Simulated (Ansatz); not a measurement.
# MnPd3 (R-3m) in Ansatz: equation of state

How stiff is MnPd3 in PBEsol, and what volume does it want? The cell is scaled to several volumes.

Program: Ansatz 0.2.0. These are calculated values, not measurements. Logs are shortened: lines on timing, memory, paths and dates and some standing lists are left out, and cuts for length are marked.

## 1. The crystal as given

Symmetry: R-3m, No. 166, trigonal system. The conventional cell has a = 2.846 Å, b = 2.846 Å, c = 26.320 Å, α = 90.00°, β = 90.00°, γ = 120.00°. Pd (site symmetry 3m) has 3 Mn at 2.63 Å and 9 Pd at 2.85 Å as nearest neighbours. Pd (site symmetry -3m) has 12 Pd at 2.85 Å as nearest neighbours. Mn (site symmetry -3m) has 6 Pd at 2.63 Å and 6 Mn at 2.85 Å as nearest neighbours.

The cell comes from a database or a generator and needn't be the stable form of this composition.

## 2. Equation of state, PBEsol, collinear spin, ferromagnetic start

Potentials or basis: all-electron LAPW, scalar-relativistic.

This step only gathers the single runs of the series.

Results:

```yaml
Equilibrium_volume: "14.42 Å³/atom (rough: see the caveat)"
Bulk_modulus_at_fixed_shape_and_positions: 164 GPa (rough)
```

Energy against volume, from the lowest point:
```
volume (Å³/atom)  energy (meV/atom)
          14.464               0.00
          14.772               4.18
          15.079              14.19
          15.387              29.42
          15.695              49.27
          16.003              73.20
          16.310             100.73
```

Caveat: the minimum lies outside the volumes run; the cell was scaled at fixed shape and fractional positions, which overstates the stiffness of a crystal with free parameters, most of all of layers and chains.
